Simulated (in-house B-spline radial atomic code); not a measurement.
# Mn⁸⁺: ionisation energy by several methods

How far do functionals differ on the ionisation energy of Mn⁸⁺? Each run solves Mn⁸⁺ and then the next ion ([Ne] 3s2 3p4).

The numbers are computed with in-house B-spline radial atomic code version 1 (Dirac-Coulomb, several functionals; spherical all-electron atom at the radial basis limit), except any that are marked as measured or tabulated.

### 1 What is computed

* element: manganese (Z = 25)
* charge: +8
* electrons: 17
* configuration: [Ne] 3s2 3p5
* nucleus: Fermi, rms radius 3.706 fm

The outer shells:

[Ne] 3s2 3p5
```
[Ne] core
3s [↑↓]
3p [↑↓][↑↓][↑ ]
```

The boxes only draw the filling; these runs are spin-restricted and spherical.

### 2 relativistic LDA

Settings, as recorded:

```ini
Z = 25
electrons = 17.0
configuration = [Ne] 3s2 3p5
hamiltonian = dirac
method = lda_x_rel,vwn
spin_polarised = False
nucleus = fermi
rms_radius = 3.7057
mass_number = 55
atomic_mass = 54.93804304
speed_of_light = 137.035999084
```

### 3 PW91

Changes to the settings of step 2:

```diff
@@ -4,3 +4,3 @@
 hamiltonian = dirac
-method = lda_x_rel,vwn
+method = pw91,pw91
 spin_polarised = False
```

### 4 BP86

Changes to the settings of step 3:

```diff
@@ -4,3 +4,3 @@
 hamiltonian = dirac
-method = pw91,pw91
+method = b88,p86
 spin_polarised = False
```

### 5 RPBE

Changes to the settings of step 4:

```diff
@@ -4,3 +4,3 @@
 hamiltonian = dirac
-method = b88,p86
+method = rpbe,pbe
 spin_polarised = False
```

### 6 LDA (PW92)

Changes to the settings of step 5:

```diff
@@ -4,3 +4,3 @@
 hamiltonian = dirac
-method = rpbe,pbe
+method = lda,pw
 spin_polarised = False
```

### 7 BLYP

Changes to the settings of step 6:

```diff
@@ -4,3 +4,3 @@
 hamiltonian = dirac
-method = lda,pw
+method = b88,lyp
 spin_polarised = False
```

The tabulated ionisation energy is 221.89 ± 0.17 eV (semi-empirical; NIST Atomic Spectra Database). What does each method give, and which comes nearest?

As calculated:

| method | rung | total energy (hartree) | ΔSCF (eV) | −ε highest (eV) | ΔSCF less tabulated (eV) |
| --- | --- | --- | --- | --- | --- |
| relativistic LDA | LDA | -1133.5935 | 223.72 | 209.27 (3p3/2) | +1.83 |
| LDA (PW92) | LDA | -1134.4635 | 223.78 | 209.32 (3p3/2) | +1.89 |
| PW91 | GGA | -1136.9743 | 224.00 | 209.55 (3p3/2) | +2.11 |
| BP86 | GGA | -1137.0762 | 223.96 | 209.51 (3p3/2) | +2.07 |
| RPBE | GGA | -1136.9016 | 223.84 | 209.41 (3p3/2) | +1.95 |
| BLYP | GGA | -1137.0044 | 223.70 | 209.25 (3p3/2) | +1.81 |

The tabulated ionisation energy is 221.89 ± 0.17 eV (semi-empirical; NIST Atomic Spectra Database). BLYP comes nearest (+1.81 eV) and PW91 is farthest (+2.11 eV, 0.95 %). All methods miss on the same side by much the same amount, which points to something that they share. Open shells are averaged (over orientations, and over spins where the run is restricted), while tables refer to the lowest levels. For the semilocal functionals minus the highest level recovers only 94 % of their own ΔSCF value, a mark of self-interaction.
